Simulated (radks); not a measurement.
**Nd²⁺ in [Kr] 4d10 4f4 5s1.5 5p6 5d0.5: an all-electron calculation**

Wanted: eigenvalues, radial structure and energy terms of the neodymium ion Nd2+.

Method: scalar-relativistic Kohn-Sham, PBE, spin-polarised, spherical densities, finite nucleus; open shells are filled with parallel spins first. Code: radks (a radial shooting solver on a logarithmic mesh, Libxc functionals) version 1.

## Step 1: What is computed

- element: neodymium (Z = 60)
- charge: +2
- electrons: 58
- configuration: [Kr] 4d10 4f4 5s1.5 5p6 5d0.5
- nuclear rms radius: 4.9123 fm

## Step 2: The run

Settings of this run:

```text
Z 60
configuration [Kr] 4d10 4f4 5s1.5 5p6 5d0.5 6s0 6p0 5f0 6d0
relativity scalar-relativistic
functional pbe,pbe
spin polarised
nucleus finite rms 4.9123 fm
c 137.035999084
```

Q: Predict the outcome of this run.

The runs gave:

| quantity | value |
| --- | --- |
| total energy | -9622.2403 hartree |
| exchange-correlation share of it | 2.31 % |
| −T/E | 1.0642 |
| highest occupied level | 5d up, -14.807 eV |
| most extended occupied level | 5d up, <r> = 2.51 bohr |
| radius at density 0.001 e/bohr³ | 3.73 bohr |
| maxima of the radial density | 4 |

What this shows: 5 principal shells are occupied and 4 maxima appear in the radial density; where shells overlap, one shows as a shoulder or not at all. −T/E is 1.064: with relativity the kinetic term as defined here no longer equals −E. This is not the tabulated ground configuration, so its levels and sizes aren't those of the ground state, and no measured value stands beside it.
